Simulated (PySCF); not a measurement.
**WO₂F₂: singlet, from a tetrahedral start**

Where does singlet WO₂F₂ go from a tetrahedral start, is the end point a minimum, and what are its modes, charges and moments?

Program: PySCF 2.14.0. Level of theory: PBE0, basis W def2-SVP with ECP60, O def2-SVP, F def2-SVP, scalar-relativistic core potentials, no spin–orbit coupling, density fitting. These are calculated values, not measurements.

**1. The starting structure**

5 atoms, charge 0, spin multiplicity 1.

Bond lengths: W1–O2 1.770 Å, W1–O3 1.770 Å, W1–F4 2.010 Å, W1–F5 2.010 Å. Angles: O2–W1–O3 109.5°, O2–W1–F4 109.5°, O2–W1–F5 109.5°, O3–W1–F4 109.5°, O3–W1–F5 109.5°, F4–W1–F5 109.5°.

```xyz
5
charge 0 multiplicity 1
W     0.0000    0.0000   -0.0449
O     0.0000    1.4453   -1.0667
O     0.0000   -1.4453   -1.0667
F     1.6412    0.0000    1.1154
F    -1.6412    0.0000    1.1154
```

**2. Tetrahedral start, singlet: relaxation**

The steps below are one call of a driver around PySCF. For each, scf.py gives the equivalent set-up of the SCF; relaxations use the driver's own optimiser. Before each start the driver seeks the lowest SCF state from one or more starting densities and follows internal instabilities, so scf.py alone need not reach the same state.

The program finds C2v symmetry in the start, which this walk keeps.

Input file scf.py:

```python
from pyscf import gto, scf, dft
mol = gto.M(atom='''
W      0.000000     0.000000    -0.044895
O      0.000000     1.445300    -1.066695
O     -0.000000    -1.445300    -1.066695
F      1.641200    -0.000000     1.115405
F     -1.641200     0.000000     1.115405''',
    basis={'W': 'def2-SVP', 'O': 'def2-SVP', 'F': 'def2-SVP'},
    ecp={'W': 'def2-SVP'},
    charge=0, spin=0)
mf = dft.RKS(mol, xc='PBE0')
mf.grids.atom_grid = (50, 194)
aux = {'W': 'def2-universal-JKFIT', 'O': 'def2-universal-JKFIT', 'F': 'def2-universal-JKFIT'}
mf = mf.density_fit(auxbasis=aux)
mf.kernel()
```

Energy and gradient, step by step:

```tsv
step	energy (Eh)	change (kJ/mol)	largest symmetric gradient (Eh/bohr)
0	-416.757226	0.00	0.07385
1	-416.794801	-98.65	0.04873
2	-416.795793	-101.26	0.02712
3	-416.796374	-102.78	0.00130
4	-416.796401	-102.85	0.00104
5	-416.796407	-102.87	0.00029
6	-416.796408	-102.87	0.00000
```

The walk needed 8.3 s of wall time on 4 threads, shared host.

End point (C2v, 6 steps, 102.9 kJ/mol gained): W–F 1.857 Å (×2), W–O 1.692 Å (×2); F–W–F 115.7°, F–W–O 108.7° (×4), O–W–O 105.9°.

**3. Is it a minimum? Harmonic modes**

The point is checked on the finer grid, and tightened if its gradient asks for it. The Hessian and the dipole derivatives come from central differences of analytic gradients, with steps of 0.01 bohr.

scf.py: that of step 2 with these lines changed.

```diff
@@ -3,5 +3,5 @@
-W      0.000000     0.000000    -0.044895
-O      0.000000     1.445300    -1.066695
-O     -0.000000    -1.445300    -1.066695
-F      1.641200    -0.000000     1.115405
-F     -1.641200     0.000000     1.115405''',
+W     -0.000000    -0.000000    -0.019315
+O      0.000000     1.350010    -1.039187
+O     -0.000000    -1.350010    -1.039187
+F      1.573079    -0.000000     0.969028
+F     -1.573079     0.000000     0.969028''',
@@ -12 +12 @@
-mf.grids.atom_grid = (50, 194)
+mf.grids.atom_grid = (75, 302)
```

The driver hands on the density of the step before, so the log starts near convergence.

Log of the central SCF (cycles and frontier levels):

```text
init E= -416.796566753985
  HOMO = -0.36020393032458  LUMO = -0.0942327051920528  gap/eV = 7.23745
cycle= 1 E= -416.796566753923  delta_E= 6.21e-11  |g|= 1.88e-05  |ddm|= 1.73e-05
  HOMO = -0.360207570936637  LUMO = -0.0942301932729718  gap/eV = 7.23761
cycle= 2 E= -416.796566753331  delta_E= 5.92e-10  |g|= 5.83e-05  |ddm|= 5.17e-05
  HOMO = -0.360204644456875  LUMO = -0.0942318890506361  gap/eV = 7.23749
cycle= 3 E= -416.796566753992  delta_E= -6.61e-10  |g|= 4.43e-07  |ddm|= 3.88e-05
  HOMO = -0.360204717096099  LUMO = -0.0942319782701104  gap/eV = 7.23749
cycle= 4 E= -416.796566753991  delta_E= 1.02e-12  |g|= 1.41e-08  |ddm|= 4.56e-07
  HOMO = -0.360204714714204  LUMO = -0.0942319780502276  gap/eV = 7.23749
Extra cycle  E= -416.796566753992  delta_E= -7.96e-13  |g|= 2.85e-08  |ddm|= 2.99e-08
converged SCF energy = -416.796566753992
```

The whole step took 22 s.

Geometry: C2v; W–F 1.858 Å (×2), W–O 1.692 Å (×2); F–W–F 115.7°, F–W–O 108.7° (×4), O–W–O 105.9°.

Harmonic modes (main isotopes):

```tsv
symmetry	ω (cm⁻¹)	IR (km/mol)	type
a1	175	8.9	bend
b2	217	14.8	bend
a2	259	0.0	bend
b1	262	21.9	bend
a1	370	4.4	bend
a1	719	79.3	stretch
b1	728	129	stretch
b2	1041	202	stretch
a1	1080	64.7	stretch
```

Every mode is real; the point is a minimum.

Constants and moments:

| Item | Value |
| --- | --- |
| Dipole moment | 1.72 D |
| Highest occupied level | -9.80 eV |
| Lowest empty level | -2.56 eV |
| Rotational constants | 0.1311, 0.1107, 0.1026 cm⁻¹ |
| Zero-point energy | 29.0 kJ/mol |
| Principal polarisabilities | 29.8, 32.7, 38.0 bohr³ |
| Atomisation energy without zero-point energy | 2491 kJ/mol |
| Principal traceless quadrupole moments about the centre of mass | -0.49, 0.24, 0.25 D Å |
| Entropy at 298.15 K and 1 bar | 322.6 J/(mol K) |
| Heat capacity Cp at 298.15 K | 78.9 J/(mol K) |
| Enthalpy at 298.15 K above 0 K | 16.97 kJ/mol |
| Rotational symmetry number | 2 |

Populations by atom (charges in e):

```tsv
atom	Mulliken	Löwdin	polar tensor	Mayer order to W1
W1	1.34	0.54	2.60	–
O2,3	-0.33	-0.13	-0.71	2.13
F4,5	-0.33	-0.14	-0.59	1.01
```

Outer orbital energies (eV). occupied: -13.89, -13.15, -12.76, -12.01, -11.36, -11.09, -10.80, -9.80; empty: -2.56, -2.19, -1.10, -0.91.

Mulliken populations on W1 (outside its core potential): s 2.36, p 6.33, d 3.72, f 0.25.

**4. Stability of the closed shell**

At the lowest minimum the closed shell is tested against spin polarisation, on the (50, 194) grid. It is stable.

**5. What came out**

```
                                 quantity                                                                                       value
                                  minimum                                                                                singlet, C2v
                                 geometry           W–F 1.858 Å (×2), W–O 1.692 Å (×2); F–W–F 115.7°, F–W–O 108.7° (×4), O–W–O 105.9°
                       wavenumbers (cm⁻¹)  175 (a1), 217 (b2), 259 (a2), 262 (b1), 370 (a1), 719 (a1), 728 (b1), 1041 (b2), 1080 (a1)
                            dipole moment                                                                                      1.72 D
     highest occupied, lowest empty level                                                                             -9.80, -2.56 eV
                polar-tensor charge of W1                                                                                     +2.60 e
                        zero-point energy                                                                                 29.0 kJ/mol
                      entropy at 298.15 K                                                                             322.6 J/(mol K)
atomisation energy (no zero-point energy)                                                                                 2491 kJ/mol
```

**Reading.** The tetrahedral start keeps its C2v symmetry and ends in a minimum. In the infrared the band at 1041 cm⁻¹ (b2, stretch) leads. Other starts or spin states, not run here, may lie lower. Spin–orbit coupling, left out here, can matter for elements this heavy.

The search up to here took 36 s.
